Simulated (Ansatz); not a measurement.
## Ti-Li random alloys: a few random alloy cells with their mixing energies

Computed with the Python package of Ansatz (0.2.0).

`random_alloy_ti.py`
```python
"""Random Ti-Li cells of 8 mixed sites, after relaxing cells and atoms."""

from collections import Counter
import csv
import logging
import sys
import warnings

import ansatz
import numpy as np

logging.basicConfig(stream=sys.stdout, format="%(levelname)s:%(name)s:%(message)s")
logger = logging.getLogger("calc")
logger.setLevel(logging.INFO)


def fcc(first, a):
    return (
        ansatz.Lattice.fcc(a)
        .space_group(225)
        .atom(first, (0, 0, 0))
        .primitive()
    )

A_FIRST, A_LAST = 4.13, 4.42


def solve(name, crystal):
    calc = crystal.calculation()
    calc = calc.basis(17 * ansatz.Ha).functional(ansatz.Functional.PBESOL)
    calc = calc.kpoints(spacing=0.3)
    calc = calc.occupations("fermi_dirac", width=0.1).band_table()
    calc = calc.relax(force_tolerance=0.02, cell=True)
    return calc.run(threads=1)

def relaxed_twice(name, crystal):
    # the second pass draws mesh and plane waves anew for the relaxed cell
    first = solve(name, crystal)
    again = ansatz.Crystal(lattice=ansatz.Lattice.of(first.lattice.cell_ang))
    for site in first.report["lattice"]["sites"]:
        again = again.atom(site["symbol"], site["position_frac"])
    return solve(name, again)


def volume_per_atom(outcome):
    return abs(np.linalg.det(outcome.lattice.cell_ang)) / len(outcome.lattice.sites)


def counts(outcome):
    return Counter(site.symbol for site in outcome.lattice.sites)

warnings.simplefilter("ignore", ansatz.DeckWarning)

phases = {"Ti": fcc("Ti", A_FIRST), "Li": fcc("Li", A_LAST)}
for k in [4]:
    a = A_FIRST + (A_LAST - A_FIRST) * k / 8
    supercell = fcc("Ti", a).supercell(2).resolved()
    for seed in [63]:
        drawn = supercell.site_disorder().occupy("Ti", Ti=8 - k, Li=k).random(seed=seed)
        phases[f"Ti{8 - k}Li{k} seed {seed}"] = drawn.crystal

done = {name: relaxed_twice(name, crystal) for name, crystal in phases.items()}

# mixing quantities against the straight line between the end members, both on this lattice
x = {name: counts(o)["Li"] / (counts(o)["Ti"] + counts(o)["Li"]) for name, o in done.items()}
first, last = min(x, key=x.get), max(x, key=x.get)
energy = {name: o.report["energy_sigma0_ev"] / len(o.lattice.sites) for name, o in done.items()}
volume = {name: volume_per_atom(o) for name, o in done.items()}
rows = []
for name in sorted(done, key=x.get):
    line = lambda table: (1 - x[name]) * table[first] + x[name] * table[last]
    rows.append((name, x[name], 1000 * (energy[name] - line(energy)), volume[name], 100 * (volume[name] / line(volume) - 1)))
with open("random_alloy.csv", "w", newline="") as handle:
    writer = csv.writer(handle)
    writer.writerow(["cell", "x(Li)", "E_mix (meV/atom)", "V (A^3/atom)", "excess V (%)"])
    writer.writerows([round(v, 4) if isinstance(v, float) else v for v in row] for row in rows)
print(open("random_alloy.csv").read())
```

```console
$ python random_alloy_ti.py
cell,x(Li),E_mix (meV/atom),V (A^3/atom),excess V (%)
Ti,0.0,0.0,16.7382,0.0
Ti4Li4 seed 63,0.5,423.6075,16.1741,-12.2845
Li,1.0,0.0,20.1404,0.0
```

What to keep in mind:
- Absolute energies stand on the zero of these potentials, so only differences at equal settings mean something.
- For the metals among these phases the mesh is modest: differences between phases can be off by up to 40 meV an atom.
- Cells of eight mixed sites are far from the random limit, and both end members stand on the same lattice, which need not be their own. Differences under about 40 meV an atom lie within the error of mesh and functional.
- The cells are prototypes set up for this calculation and needn't exist.
- Timing: 89 s on 1 thread of Arm Neoverse V2, on a shared host, peak memory 0.6 GiB.

(Lines on the test bed's own set-up are left out of the output.)
